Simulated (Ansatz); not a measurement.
# C₃H₄AlF: up Jacob's ladder to CCSD(T)

An exercise on one series of results from a longer session: the logs are not shown, and one member is left open.

Method: functionals in def2-TZVPP, the program's frozen cores in correlated methods; program: Ansatz 0.2.0, Gaussian basis.

Levels to be run: LDA (SPW92), PBE-D4, revPBE-D4, BLYP-D4, r2SCAN-D4, B97M-V, PBE0-D4, B3LYP-D4, r2SCANh-D4, r2SCAN0-D4, HSE06-D4, BHLYP-D4, CAM-B3LYP-D4, LC-ωPBE, ωB97X-V, ωB97M-V, B2PLYP, PBE-QIDH; CCSD(T)/def2-SVP; CCSD(T)/def2-TZVPP; MP2/def2-QZVPP; extrapolation to the limit; RPA on PBE.

### The relaxed structure

The geometry comes from an earlier relaxation with PBE0-D4 in a triple-zeta def2 set; it is a stationary point, not always the lowest conformer.

SMILES `C=[C]1[AlH][CH]1F`, 9 atoms, charge 0, spin multiplicity 1.

Atoms are counted from 1 here; the program's logs count them from 0.

Bond lengths: C1–C2 1.336 Å, C1–H6 1.085 Å, C1–H7 1.089 Å, C2–Al3 1.887 Å, C2–C4 1.489 Å, Al3–C4 1.964 Å, Al3–H8 1.576 Å, C4–F5 1.379 Å, C4–H9 1.096 Å. Angles: C2–C1–H6 121.2°, C2–C1–H7 122.1°, H6–C1–H7 116.7°, C1–C2–Al3 133.8°, C1–C2–C4 129.0°, Al3–C2–C4 70.0°, C2–Al3–C4 45.5°, C2–Al3–H8 153.0°, C4–Al3–H8 159.1°, C2–C4–Al3 64.5°, C2–C4–F5 119.1°, C2–C4–H9 111.9°, Al3–C4–F5 134.0°, Al3–C4–H9 110.8°, F5–C4–H9 108.9°.

Set-up of the first run:

in.yaml reads:

```yaml
crystal:
  periodic: [false, false, false]
  atoms:
    - {symbol: C, position_ang: [0.616210, 0.856988, 1.130275]}
    - {symbol: C, position_ang: [0.418581, -0.182119, 0.314771]}
    - {symbol: Al, position_ang: [-1.073008, -1.268302, -0.078856]}
    - {symbol: C, position_ang: [0.164999, -0.186567, -1.152641]}
    - {symbol: F, position_ang: [0.056198, 1.016045, -1.817832]}
    - {symbol: H, position_ang: [0.585443, 0.739739, 2.208465]}
    - {symbol: H, position_ang: [0.827535, 1.856123, 0.752398]}
    - {symbol: H, position_ang: [-2.382299, -2.051617, 0.314940]}
    - {symbol: H, position_ang: [0.874941, -0.826391, -1.688719]}
basis:
  gaussian: {orbitals: def2-TZVPP}
hamiltonian: {xc: lda}
output: {orbitals: {seedname: orbitals}}
```

Started as:

```sh
> ansatz run in.yaml --threads 2 --pin off --events-out ev --progress --plain --max-ram 4352MiB
```

Among the steps run: LDA; PBE-D4 (GGA); revPBE-D4 (GGA); BLYP-D4 (GGA); r2SCAN-D4 (meta-GGA); B97M-V (meta-GGA); B3LYP-D4 (hybrid); r2SCANh-D4 (hybrid); r2SCAN0-D4 (hybrid); HSE06-D4 (hybrid); BHLYP-D4 (hybrid); CAM-B3LYP-D4 (range-separated); LC-ωPBE (range-separated); ωB97X-V (range-separated); ωB97M-V (range-separated); B2PLYP (double hybrid); PBE-QIDH (double hybrid).

One of the session's tables, all rows but one given; the rest of the session is left out.

It belongs to the step «Frontier levels by functional». 

| functional | HOMO (eV) | LUMO (eV) | gap (eV) |
| --- | --- | --- | --- |
| LDA (SPW92) | -5.54 | -2.78 | 2.75 |
| PBE-D4 | -5.37 | -2.55 | 2.83 |
| revPBE-D4 | -5.31 | -2.45 | 2.86 |
| BLYP-D4 | -5.24 | -2.42 | 2.81 |
| r2SCAN-D4 | -5.54 | -2.29 | 3.25 |
| B97M-V | -5.58 | -2.38 | 3.20 |
| PBE0-D4 | ? | ? | ? |
| B3LYP-D4 | -6.25 | -1.99 | 4.26 |
| r2SCANh-D4 | -5.95 | -2.02 | 3.92 |
| r2SCAN0-D4 | -6.55 | -1.64 | 4.91 |
| HSE06-D4 | -6.04 | -2.15 | 3.89 |
| BHLYP-D4 | -7.38 | -1.00 | 6.37 |
| CAM-B3LYP-D4 | -7.69 | -0.86 | 6.83 |
| LC-ωPBE | -8.93 | 0.21 | 9.15 |
| ωB97X-V | -8.61 | 0.12 | 8.73 |
| ωB97M-V | -8.50 | -0.13 | 8.37 |

Estimate the missing values for PBE0-D4.

**Answer.** HOMO (eV): -6.43; LUMO (eV): -1.79; gap (eV): 4.64. In the column «HOMO (eV)» it lies between r2SCAN0-D4 (-6.55) and B3LYP-D4 (-6.25).
